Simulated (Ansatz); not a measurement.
# AlIn2As2P: the cost of one run

Computed with Ansatz 0.2.0 (DFT PBE, scalar-relativistic, plane waves, PAW, unless a step's input says otherwise).

1 further run of the same task is left out (it didn't finish).

## (1) The structure to begin with

The structure is hexagonal, space group P6/mmm (No. 191). The conventional cell has a = 4.107 Å, b = 4.107 Å, c = 9.912 Å, α = 90.00°, β = 90.00°, γ = 120.00°. Al (site symmetry 6/mmm) has 6 In at 2.37 Å and 2 As at 2.66 Å as nearest neighbours. In (site symmetry -6m2) has 3 In at 2.37 Å and 3 Al at 2.37 Å as nearest neighbours. P (site symmetry 6/mmm) is surrounded by 2 As at 2.30 Å. Around As (site symmetry 6mm) lie 1 P at 2.30 Å and 1 Al at 2.66 Å.

Structure file:

```cif
data_structure
_symmetry_space_group_name_H-M 'P 1'
_symmetry_Int_Tables_number 1
_cell_length_a 4.1070
_cell_length_b 4.1070
_cell_length_c 9.9123
_cell_angle_alpha 90.000
_cell_angle_beta 90.000
_cell_angle_gamma 120.000
_cell_volume 144.80
loop_
_atom_site_label
_atom_site_type_symbol
_atom_site_fract_x
_atom_site_fract_y
_atom_site_fract_z
_atom_site_occupancy
Al1 Al 0.00000 0.00000 0.50000 1
In1 In 0.33333 0.66667 0.50000 1
In2 In 0.66667 0.33333 0.50000 1
P1 P 0.00000 0.00000 0.00000 1
As1 As 0.00000 0.00000 0.23207 1
As2 As 0.00000 0.00000 0.76793 1
```

The cell is invented: random cell by space group and Wyckoff sites (P6/mmm, No. 191). The dimensions are guesses.

## (2) The guess as it stands, on a coarse mesh

Input file input.yaml:

```yaml
crystal:
  lattice:
    - [4.10704179, 0.0, 0.0]
    - [-2.0535209, 3.55680253, 0.0]
    - [0.0, 0.0, 9.91232898]
  atoms:
    - { symbol: Al, position: [0.0, 0.0, 0.5] }
    - { symbol: In, position: [0.33333333, 0.66666667, 0.5] }
    - { symbol: In, position: [0.66666667, 0.33333333, 0.5] }
    - { symbol: P, position: [0.0, 0.0, 0.0] }
    - { symbol: As, position: [0.0, 0.0, 0.23207084] }
    - { symbol: As, position: [0.0, 0.0, 0.76792916] }
basis:
  ecutwfc: 420
kpoints:
  mp_grid: { grid: [6, 6, 2] }
hamiltonian:
  xc: pbe
scf:
  occupations: { method: gaussian, width: 0.1 }
  lower_state_search: "off"
output:
  forces: true
  stress: true
  eigenvalues: true
```

The run is started by

```bash
$ ansatz run input.yaml --threads 1 --pin off --max-ram 2560MiB --backend cpu --events-out ev --progress --plain --runs-dir out
```

What time and memory should one allow on 1 thread of Intel Xeon Platinum 8259CL at 2.50GHz (Skylake/Cascade Lake), shared host?

About 7.1 s, with a peak of 0.49 GiB.
